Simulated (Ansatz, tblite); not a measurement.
**The cluster Al₁₀Sb₉Cl₃: rung by rung**

An exercise on one series of results from a longer session: the logs are not shown, and one member is left open.

Computed with Ansatz 0.2.0, Gaussian basis. Level: as each input shows.

Levels to be run: GFN1-xTB, GFN2-xTB, PBE-D4/def2-SVP, r2SCAN-D4/def2-SVP, B3LYP-D4/def2-SVP, r2SCAN0-D4/def2-SVP, LC-ωPBE/def2-SVP, PBE+5HF/def2-SVP, PBE+10HF/def2-SVP, PBE+15HF/def2-SVP, PBE+35HF/def2-SVP, PBE+50HF/def2-SVP, r2SCAN-D4/def2-mTZVP, MP2/def2-SVP, RPA/def2-SVP.

6 further runs of the same task are left out: 2 for a known fault of the program, 4 set aside as unsound or not needed.

### The geometry

The singlet was relaxed beforehand with PBE-D4/def2-SVP.

22 atoms, charge 0, spin multiplicity 1.

Bond lengths: Al1–Al3 2.512 Å, Al1–Sb11 2.707 Å, Al1–Sb12 2.629 Å, Al2–Sb12 2.770 Å, Al2–Sb13 2.677 Å, Al2–Sb16 2.759 Å, Al2–Cl20 2.140 Å, Al3–Sb11 2.692 Å, Al3–Sb15 2.631 Å, Al4–Al6 2.775 Å, Al4–Al8 2.839 Å, Al4–Al9 2.717 Å, Al4–Sb12 2.776 Å, Al4–Sb15 2.757 Å, Al4–Sb16 2.779 Å, Al5–Sb15 2.753 Å, Al5–Sb16 2.722 Å, Al5–Sb17 2.676 Å and more. Angles: Al3–Al1–Sb11 62.0°, Al3–Al1–Sb12 128.6°, Sb11–Al1–Sb12 110.3°, Sb12–Al2–Sb13 109.5°, Sb12–Al2–Sb16 109.5°, Sb12–Al2–Cl20 108.6°, Sb13–Al2–Sb16 101.0°, Sb13–Al2–Cl20 120.1°, Sb16–Al2–Cl20 107.6°, Al1–Al3–Sb11 62.6°, Al1–Al3–Sb15 116.3°, Sb11–Al3–Sb15 109.7°, Al6–Al4–Al8 65.0°, Al6–Al4–Al9 61.3°, Al6–Al4–Sb12 120.1°, Al6–Al4–Sb15 57.9°, Al6–Al4–Sb16 109.9°, Al8–Al4–Al9 61.2° and more.

Geometry (Å):

```
Al   -2.83249   -1.30982   -2.95519
Al   -2.44135    1.17109    1.17541
Al   -1.08036   -3.10947   -3.01025
Al   -0.72872   -0.69585   -0.78943
Al    1.28797   -2.57802    1.40108
Al    1.74322   -0.40239   -2.01577
Al    2.37433    0.60991    2.45585
Al   -0.38420    1.72654   -2.22992
Al    0.99402    1.16749    0.18030
Al    0.37847    2.05364    3.18881
Sb   -0.93664   -1.18078   -4.88306
Sb   -2.85877    0.91260   -1.55057
Sb   -1.30563    3.54138    1.68523
Sb    1.07831    0.84250   -4.29204
Sb    0.91217   -2.84931   -1.31212
Sb   -0.43891   -0.55275    1.97029
Sb    3.73893   -1.61470    1.87383
Sb    3.60825    0.44528   -0.19472
Sb    0.51989    3.64777   -0.57073
Cl   -4.23122    0.59834    2.19849
Cl    0.72753   -4.38073    2.41388
Cl   -0.15729    1.91387    5.26232
```

Sb takes a core potential in the def2 sets. No spin-orbit coupling is included.

PBE0-D4/def2-SVP was run before; its log isn't repeated, and its numbers join the tables.

Set-up of the first run:

Tight binding, by tblite at 300 K electronic temperature and without a spin-polarisation term:

```python
tblite.interface.Calculator('GFN1-xTB', numbers, positions, charge=0, uhf=0).singlepoint()
```

Tight binding, by tblite at 300 K electronic temperature and without a spin-polarisation term:

```python
tblite.interface.Calculator('GFN2-xTB', numbers, positions, charge=0, uhf=0).singlepoint()
```

start.molden holds the orbitals of an earlier run on this state, given as this run's starting guess.

Input file in.yaml:

```yaml
crystal:
  periodic: [false, false, false]
  atoms:
    - {symbol: Al, position_ang: [-2.832494, -1.309822, -2.955190]}
    - {symbol: Al, position_ang: [-2.441351, 1.171092, 1.175412]}
    - {symbol: Al, position_ang: [-1.080364, -3.109473, -3.010249]}
    - {symbol: Al, position_ang: [-0.728725, -0.695850, -0.789426]}
    - {symbol: Al, position_ang: [1.287969, -2.578016, 1.401076]}
    - {symbol: Al, position_ang: [1.743216, -0.402393, -2.015774]}
    - {symbol: Al, position_ang: [2.374326, 0.609915, 2.455845]}
    - {symbol: Al, position_ang: [-0.384197, 1.726543, -2.229923]}
    - {symbol: Al, position_ang: [0.994018, 1.167493, 0.180303]}
    - {symbol: Al, position_ang: [0.378472, 2.053638, 3.188808]}
    - {symbol: Sb, position_ang: [-0.936641, -1.180782, -4.883058]}
    - {symbol: Sb, position_ang: [-2.858768, 0.912601, -1.550574]}
    - {symbol: Sb, position_ang: [-1.305625, 3.541379, 1.685233]}
    - {symbol: Sb, position_ang: [1.078314, 0.842499, -4.292041]}
    - {symbol: Sb, position_ang: [0.912167, -2.849312, -1.312123]}
    - {symbol: Sb, position_ang: [-0.438915, -0.552746, 1.970295]}
    - {symbol: Sb, position_ang: [3.738929, -1.614699, 1.873833]}
    - {symbol: Sb, position_ang: [3.608251, 0.445277, -0.194720]}
    - {symbol: Sb, position_ang: [0.519894, 3.647768, -0.570728]}
    - {symbol: Cl, position_ang: [-4.231216, 0.598343, 2.198495]}
    - {symbol: Cl, position_ang: [0.727527, -4.380730, 2.413880]}
    - {symbol: Cl, position_ang: [-0.157287, 1.913875, 5.262324]}
basis:
  gaussian: {orbitals: def2-SVP, fitting: {mean_field: def2-universal-jkfit}, initial_orbitals: start.molden}
hamiltonian: {xc: pbe, dispersion: d4}
scf: {omitted_lower_state_checks: [starts]}
output: {forces: true, orbitals: {seedname: orbitals}}
```

Launch:

```bash
$ ansatz run in.yaml --threads 2 --pin off --events-out ev --progress --plain --max-ram 32768MiB --backend cuda --devices 0, --max-vram 18GiB
```

Among the steps run: PBE-D4/def2-SVP; r2SCAN-D4/def2-SVP; B3LYP-D4/def2-SVP; r2SCAN0-D4/def2-SVP; LC-ωPBE/def2-SVP; PBE+5HF/def2-SVP; PBE+10HF/def2-SVP; PBE+15HF/def2-SVP; PBE+35HF/def2-SVP; PBE+50HF/def2-SVP; r2SCAN-D4/def2-mTZVP; MP2/def2-SVP; RPA/def2-SVP.

One of the session's tables, all rows but one given; the rest of the session is left out.

It belongs to the step «Binding energy». 

```
               level  binding an atom (eV)
         HF/def2-SVP                 1.477
     PBE-D4/def2-SVP                     ?
  r2SCAN-D4/def2-SVP                 2.934
r2SCAN-D4/def2-mTZVP                 2.875
   B3LYP-D4/def2-SVP                 2.806
    PBE0-D4/def2-SVP                 2.961
 r2SCAN0-D4/def2-SVP                 2.853
    LC-ωPBE/def2-SVP                 2.695
        RPA/def2-SVP                 2.348
        MP2/def2-SVP                 2.662
```

**Question.** Estimate the row for PBE-D4/def2-SVP.

**Answer.** binding an atom (eV): 3.057. In the column «binding an atom (eV)» it is the highest.

Caveats from the session: Free atoms were run apart at each level; binding is atoms less cluster, divided by the number of atoms, without zero-point or spin-orbit terms.
